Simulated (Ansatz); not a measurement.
C₂H₉SbSi, SMILES [CH3][Sb]([CH3])[SiH3], a single point in a Gaussian basis

Computed with Ansatz 0.2.0, Python API.

Notebook, run cell by cell (the value of a cell's last expression is shown):

```python
from pathlib import Path

import ansatz as az
from ase import Atoms

atoms = Atoms(["C", "Sb", "C", "Si", "H", "H", "H", "H", "H", "H", "H", "H", "H"], positions=[
    (-0.8588, 1.4202, -0.698),
    (0.6316, 0.0155, -1.1707),
    (1.6392, 0.4093, 0.6759),
    (-0.6179, -1.8515, -0.1481),
    (-1.2499, 1.324, 0.3185),
    (-0.4995, 2.5049, -0.8357),
    (-1.7364, 1.3241, -1.3967),
    (0.986, 0.4465, 1.5229),
    (2.4228, -0.3757, 0.9108),
    (2.1909, 1.3884, 0.6477),
    (-1.2313, -1.4295, 1.1786),
    (-1.7882, -2.2072, -1.0182),
    (0.1319, -3.0037, 0.028),
])
geometry = az.Crystal.molecule_from_ase(atoms)
```

```python
calculation = (
    geometry.calculation()
    .basis(gaussian="def2-SVP")
    .functional(az.LibraryFunctional("PBE-QIDH"))
    .scf(lower_state_search="off")
    .orbitals()
)
out = calculation.run(runs_dir="c2h9sbsi_runs")
r = out.report
```

    

```python
r["published_state_doubts"]
```

    []

```python
r["positions_ang"]
```

    [[-0.8588, 1.4202, -0.698], [0.6316, 0.0155, -1.1707], [1.6392, 0.4093, 0.6759],
     [-0.6179, -1.8515, -0.1481], [-1.2499, 1.324, 0.3185], [-0.4995, 2.5049, -0.8357],
     [-1.7364, 1.3241, -1.3967], [0.986, 0.4465, 1.5229], [2.4228, -0.3757, 0.9108],
     [2.1909, 1.3884, 0.6477], [-1.2313, -1.4295, 1.1786], [-1.7882, -2.2072, -1.0182],
     [0.1319, -3.0037, 0.028]]

```python
r["mean_field"]["state"]["spin_squared"]
```

    1.6342482922482304e-13

```python
for key in ("converged", "free_energy_ev", "reference_energy_ev", "n_frozen", "n_occupied", "n_virtual"):
    print(f"{key:22s} {r[key]}")
```

    converged              True
    free_energy_ev         -16614.290831574202
    reference_energy_ev    -16608.870471534552
    n_frozen               11
    n_occupied             [18, 18]
    n_virtual              [88, 88]

```python
state = r["mean_field"]["state"]
print(f"mean field: {state['energy']['hartree']:.7f} Ha, <S^2> = {abs(state['spin_squared']):.4f}, stability: {state.get('stability', {}).get('kind')}")
```

    mean field: -610.3647319 Ha, <S^2> = 0.0000, stability: undecided

```python
lines = Path(r["orbitals_path"]).read_text().splitlines()
field_of = lambda key: [line.split("=")[1].strip() for line in lines if line.startswith(key)]
orbitals = [(27.211386 * float(e), s, float(n)) for e, s, n in zip(field_of("Ene="), field_of("Spin="), field_of("Occup="))]
homo = max(e for e, _, n in orbitals if n > 0.5)
lumo = min(e for e, _, n in orbitals if n < 0.5)
for e, spin, n in sorted(orbitals):
    if homo - 10 < e < lumo + 5:
        print(f"{spin:6s} {e:10.3f} eV  occupation {n:.0f}")
```

    Alpha     -16.427 eV  occupation 2
    Alpha     -14.205 eV  occupation 2
    Alpha     -13.771 eV  occupation 2
    Alpha     -13.570 eV  occupation 2
    Alpha     -13.357 eV  occupation 2
    Alpha     -12.224 eV  occupation 2
    Alpha     -11.705 eV  occupation 2
    Alpha     -10.487 eV  occupation 2
    Alpha      -9.827 eV  occupation 2
    Alpha      -8.137 eV  occupation 2
    Alpha       1.637 eV  occupation 0
    Alpha       1.821 eV  occupation 0
    Alpha       3.023 eV  occupation 0
    Alpha       3.353 eV  occupation 0
    Alpha       3.639 eV  occupation 0
    Alpha       4.230 eV  occupation 0
    Alpha       4.927 eV  occupation 0
    Alpha       5.064 eV  occupation 0
    Alpha       5.264 eV  occupation 0
    Alpha       5.744 eV  occupation 0
    Alpha       5.976 eV  occupation 0
    Alpha       6.445 eV  occupation 0

Reading the output:
- These settings explore the input space; basis and method may be short of convergence.
- The geometry is a force-field or estimated start, not a minimum of this method, and the basis set is short of its limit.
- def2 sets replace the cores of elements past krypton by effective core potentials.
- Alpha marks a spatial orbital of a restricted run, filled by both spins.
- Levels such as HOMO and LUMO are orbital energies: with these approximate functionals they aren't the ionisation energy and electron affinity, and their gap isn't the fundamental gap.
- Wall time of the script: 4.9 s on 1 thread of Arm Neoverse V1 (shared host), peak memory 0.28 GiB.

(Lines on the test bed's own set-up are left out of the output.)
